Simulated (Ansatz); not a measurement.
This script for vertical spin-state energies of C₂H₅Te, SMILES [CH2][Te]C with Ansatz's Python interface holds a mistake.

`spin_c2h5te.py`
```python
'''Vertical spin-state energies of C2H5Te.'''

import warnings

import ansatz

BASIS_SET = 'x2c-TZVPPall'
METHOD = 'MP2'


def main() -> None:
    warnings.simplefilter('ignore', ansatz.DeckWarning)

    geometry_ang = [
        ('C', (-0.9547, 0.7535, -1.115)),
        ('Te', (0.4367, 1.3187, 0.3667)),
        ('C', (0.5435, -0.7254, 0.9671)),
        ('H', (-0.4759, 0.0973, -1.8507)),
        ('H', (-1.3236, 1.7061, -1.6826)),
        ('H', (1.2975, -0.7979, 1.8178)),
        ('H', (0.9509, -1.345, 0.1333)),
        ('H', (-0.3823, -1.0643, 1.3075)),
    ]
    molecule = ansatz.Crystal.molecule()
    for symbol, xyz in geometry_ang:
        molecule = molecule.atom(symbol, xyz)

    base = molecule.calculation()
    base = base.basis(gaussian=BASIS_SET)
    base = base.correlation(METHOD)
    base = base.correlation('ccsd(tq)')
    found = {}
    for unpaired in [1, 3]:
        data = base.spin('collinear', total=unpaired).run(threads=1, backend='cpu').report
        s = unpaired / 2
        found[unpaired] = data['free_energy_ev']
        print(f'2S+1 = {unpaired + 1}: E = {found[unpaired]:.5f} eV, <S^2> = {abs(data["mean_field"]["state"]["spin_squared"]):.3f} (pure state {s * (s + 1):.2f})')
    lowest = min(found, key=found.get)
    for unpaired, e in found.items():
        print(f'multiplicity {unpaired + 1}: {96.485332 * (e - found[lowest]):.1f} kJ/mol above the lowest')


if __name__ == '__main__':
    main()
```

```console
$ python spin_c2h5te.py
Traceback (most recent call last):
  File "spin_c2h5te.py", line 44, in <module>
    main()
    ~~~~^^
  File "spin_c2h5te.py", line 31, in main
    base = base.correlation('ccsd(tq)')
  ...
ansatz.errors.InputError: .correlation('ccsd(tq)'): not one of mp2, rpa, ccsd, ccsd_t, bccd, bccd_t, ccsdt, ccsdt_q, ccsdt_q_b, ccsdtq, fci, sc_nevpt2, fic_nevpt4_sd, fic_mrcisd_q, fic_mrcisd_q_relaxed  [correlation.method]
$ echo $?
1
```
(Library frames cut from the traceback.)

What is wrong, and how is it mended?

The fault: the correlation method isn't served. Mended:

```diff
--- before
+++ after
@@ -30,3 +30,2 @@
     base = base.correlation(METHOD)
-    base = base.correlation('ccsd(tq)')
     found = {}
```

With that change:

`python spin_c2h5te.py` gives:
```text
2S+1 = 2: E = -186955.19649 eV, <S^2> = 0.780 (pure state 0.75)
2S+1 = 4: E = -186951.28248 eV, <S^2> = 3.790 (pure state 3.75)
multiplicity 2: 0.0 kJ/mol above the lowest
multiplicity 4: 377.6 kJ/mol above the lowest
```

Total energies depend on the basis set; only differences at equal settings carry meaning. The geometry is a force-field or estimated start, not a minimum of this method, and the basis set is short of its limit. All parts are taken at fixed geometry, without zero-point energy. The species is open-shell (spin multiplicity 2). Spin-orbit coupling, which mixes and shifts the spin states of heavy atoms, is left out. S² is that of the Hartree-Fock reference. Timing: 47 s on 1 thread of Arm Neoverse V1 (shared host), peak memory 0.64 GiB.
